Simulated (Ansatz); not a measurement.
Working through a ladder of methods at one geometry of ClFGeHO, SMILES [OH][Ge]([F])[Cl]

Computed with Ansatz's Python interface.

Run as a notebook:

```python
from pathlib import Path
import warnings

import ansatz as az
from ase import Atoms
import numpy as np

warnings.simplefilter('ignore', az.DeckWarning)
```

```python
atoms = Atoms(['O', 'Ge', 'F', 'Cl', 'H'], positions=[
    [0.1701, 1.2356, -0.2332],
    [-0.3218, -0.3548, 0.3385],
    [1.0995, -1.3288, 0.477],
    [-1.5976, -1.2715, -1.0751],
    [0.6997, 1.6458, 0.4514],
])
geometry = az.Crystal.molecule_from_ase(atoms)
```

```python
base = (
    geometry.calculation()
    .basis(gaussian='def2-SVP')
    .spin('collinear', total=1)
    .accuracy('medium')
    .scf(lower_state_search='light')
)

print('functional    E (Ha)        dipole (D)   HOMO (eV)  LUMO (eV)')
for name in ['blyp', 'hf', 'r2scan0', 'lda']:
    r = base.functional(name).forces().orbitals().run(threads=1, runs_dir='runs').report
    lines = Path(r['orbitals_path']).read_text().splitlines()
    field_of = lambda key: [line.split('=')[1].strip() for line in lines if line.startswith(key)]
    orbitals = [(27.211386 * float(e), s, float(n)) for e, s, n in zip(field_of('Ene='), field_of('Spin='), field_of('Occup='))]
    homo = max(e for e, _, n in orbitals if n > 0.5)
    lumo = min(e for e, _, n in orbitals if n < 0.5)
    dipole = 4.803205 * np.linalg.norm(r['charge_distribution']['dipole_moment_e_ang'])
    print(f'{name:10s} {r["free_energy_ev"] / 27.211386246:14.6f} {dipole:9.3f} {homo:11.3f} {lumo:10.3f}')
```

    functional    E (Ha)        dipole (D)   HOMO (eV)  LUMO (eV)
    blyp         -2712.423743     2.106      -5.552     -4.591
    hf           -2709.272704     2.818     -10.558      0.091
    r2scan0      -2712.232640     2.497      -7.539     -3.548
    lda          -2706.574298     2.146      -5.834     -4.977

The settings weren't tested for convergence. The geometry is a force-field or estimated start, not a minimum of this method, and the basis set is short of its limit. A lower total doesn't mark the better method: functionals have no common bound, and MP2 and coupled cluster aren't variational. The run takes the species as open-shell (spin multiplicity 2), which needn't be its ground state. Levels such as HOMO and LUMO are orbital energies: with these approximate functionals they aren't the ionisation energy and electron affinity, and their gap isn't the fundamental gap. It ran for 16 s on 1 thread of Arm Neoverse V2, on a shared host, peak memory 0.35 GiB.
